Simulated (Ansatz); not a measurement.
# F6Te: the cost of one run

Program: Ansatz 0.2.0. Level of theory: the levels named in each step. These are calculated values, not measurements.

## 1. The system as given

Bond lengths: F1–Te2 1.881 Å, Te2–F3 1.881 Å, Te2–F4 1.881 Å, Te2–F5 1.881 Å, Te2–F6 1.881 Å, Te2–F7 1.881 Å. Angles (14 of 15 angles, heavy atoms first): F1–Te2–F3 89.9°, F1–Te2–F4 89.9°, F1–Te2–F5 90.1°, F1–Te2–F6 180.0°, F1–Te2–F7 90.0°, F3–Te2–F4 90.1°, F3–Te2–F5 90.0°, F3–Te2–F6 90.1°, F3–Te2–F7 179.9°, F4–Te2–F5 180.0°, F4–Te2–F6 90.0°, F4–Te2–F7 90.0°, F5–Te2–F6 89.9°, F5–Te2–F7 90.0°.

As a file:

```xyz
7

F     0.5343    1.7229    0.5330
Te    0.0001   -0.0001    0.0001
F     1.6369   -0.2273   -0.8982
F    -0.7597    0.7207   -1.5625
F     0.7591   -0.7211    1.5626
F    -0.5343   -1.7229   -0.5330
F    -1.6359    0.2291    0.8996
```

## 2. A rough first relaxation, PBE-D4/def2-SVP

This run stands in another session on the same molecule. It ended at:

```xyz
7

F     0.5416    1.7464    0.5414
Te    0.0001    0.0002    0.0002
F     1.6585   -0.2313   -0.9115
F    -0.7694    0.7300   -1.5842
F     0.7695   -0.7298    1.5847
F    -0.5414   -1.7460   -0.5410
F    -1.6583    0.2318    0.9121
```

## 3. Relaxation, HF/def2-SVP

The input, input.yaml:

```yaml
crystal:
  periodic: [false, false, false]
  atoms:
    - { symbol: F, position_ang: [0.54158851, 1.74637167, 0.54139602] }
    - { symbol: Te, position_ang: [7.284e-05, 0.00017027, 0.00022499] }
    - { symbol: F, position_ang: [1.65851578, -0.23127728, -0.91154942] }
    - { symbol: F, position_ang: [-0.76942823, 0.73003209, -1.58423391] }
    - { symbol: F, position_ang: [0.76949089, -0.72982316, 1.58465841] }
    - { symbol: F, position_ang: [-0.54144456, -1.74601751, -0.5410017] }
    - { symbol: F, position_ang: [-1.65827523, 0.23179392, 0.9121256] }
basis:
  gaussian: { orbitals: def2-SVP }
hamiltonian:
  xc: hf
relax:
  f_tol: 0.002
  max_steps: 150
```

Run with:

```
ansatz run input.yaml --threads 4 --pin off --max-ram 10240MiB --backend cpu --events-out ev --progress --plain --runs-dir out
```

**Question.** How long does this run take on 4 threads of Arm Neoverse V1, shared host, and how much memory does it need?

About 5.8 s, with a peak of 0.27 GiB.
